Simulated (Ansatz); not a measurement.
# CHCl₂GeNO: a ladder of functionals and wavefunction methods

The task here is to estimate one member of a computed series from the others.

Method: functionals in def2-TZVPP, the program's frozen cores in correlated methods; program: Ansatz 0.2.0, Gaussian basis.

Plan: LDA (SPW92), PBE-D4, revPBE-D4, BLYP-D4, r2SCAN-D4, B97M-V, PBE0-D4, B3LYP-D4, r2SCANh-D4, r2SCAN0-D4, HSE06-D4, BHLYP-D4, CAM-B3LYP-D4, LC-ωPBE, ωB97X-V, ωB97M-V, B2PLYP, PBE-QIDH; CCSD(T)/def2-SVP; CCSD(T)/def2-TZVPP; MP2/def2-QZVPP; extrapolation to the limit; RPA on PBE.

### The relaxed structure

An earlier PBE0-D4 in a triple-zeta def2 set relaxation fixed the geometry.

SMILES `O=C=[N][GeH]([Cl])[Cl]`, 7 atoms, charge 0, spin multiplicity 1.

Atoms are counted from 1 here; the program's logs count them from 0.

Bond lengths: O1–C2 1.159 Å, C2–N3 1.207 Å, N3–Ge4 1.810 Å, Ge4–Cl5 2.130 Å, Ge4–Cl6 2.130 Å, Ge4–H7 1.520 Å. Angles: O1–C2–N3 175.8°, C2–N3–Ge4 136.6°, N3–Ge4–Cl5 108.8°, N3–Ge4–Cl6 108.8°, N3–Ge4–H7 109.2°, Cl5–Ge4–Cl6 108.3°, Cl5–Ge4–H7 110.9°, Cl6–Ge4–H7 110.9°.

The first run:

in.yaml reads:

```yaml
crystal:
  periodic: [false, false, false]
  atoms:
    - {symbol: O, position_ang: [-0.836960, -2.804820, -0.150812]}
    - {symbol: C, position_ang: [-0.201622, -1.835047, -0.136901]}
    - {symbol: N, position_ang: [0.530950, -0.876316, -0.134193]}
    - {symbol: Ge, position_ang: [0.349666, 0.916527, 0.035055]}
    - {symbol: Cl, position_ang: [-0.929174, 1.625409, -1.514308]}
    - {symbol: Cl, position_ang: [-0.572110, 1.338372, 1.908791]}
    - {symbol: H, position_ang: [1.720550, 1.567775, -0.053333]}
basis:
  gaussian: {orbitals: def2-TZVPP}
hamiltonian: {xc: lda}
output: {orbitals: {seedname: orbitals}}
```

Run with:

```bash
$ ansatz run in.yaml --threads 4 --pin off --events-out ev --progress --plain --max-ram 10444MiB
```

Steps of the session up to this table: LDA; PBE-D4 (GGA); revPBE-D4 (GGA); BLYP-D4 (GGA); r2SCAN-D4 (meta-GGA); B97M-V (meta-GGA); B3LYP-D4 (hybrid); r2SCANh-D4 (hybrid); r2SCAN0-D4 (hybrid); HSE06-D4 (hybrid); BHLYP-D4 (hybrid); CAM-B3LYP-D4 (range-separated); LC-ωPBE (range-separated); ωB97X-V (range-separated); ωB97M-V (range-separated); B2PLYP (double hybrid); PBE-QIDH (double hybrid).

One table of the session follows, with a row left open; its other results are not shown here.

It belongs to the step «Orbital energies across the functionals». 

| functional | HOMO (eV) | gap (eV) |
| --- | --- | --- |
| LDA (SPW92) | -7.90 | 5.34 |
| PBE-D4 | -7.69 | 5.42 |
| revPBE-D4 | -7.62 | 5.46 |
| BLYP-D4 | -7.54 | 5.32 |
| r2SCAN-D4 | -8.04 | 6.03 |
| B97M-V | ? | ? |
| PBE0-D4 | -9.12 | 7.84 |
| B3LYP-D4 | -8.85 | 7.25 |
| r2SCANh-D4 | -8.56 | 6.91 |
| r2SCAN0-D4 | -9.36 | 8.24 |
| HSE06-D4 | -8.72 | 7.07 |
| BHLYP-D4 | -10.42 | 10.19 |
| CAM-B3LYP-D4 | -10.48 | 10.25 |
| LC-ωPBE | -11.85 | 12.88 |
| ωB97X-V | -11.47 | 12.43 |
| ωB97M-V | -11.35 | 12.15 |

Estimate the missing values for B97M-V.

**Answer.** HOMO (eV): -8.06; gap (eV): 6.12. In the column «HOMO (eV)» it lies between r2SCANh-D4 (-8.56) and r2SCAN-D4 (-8.04).
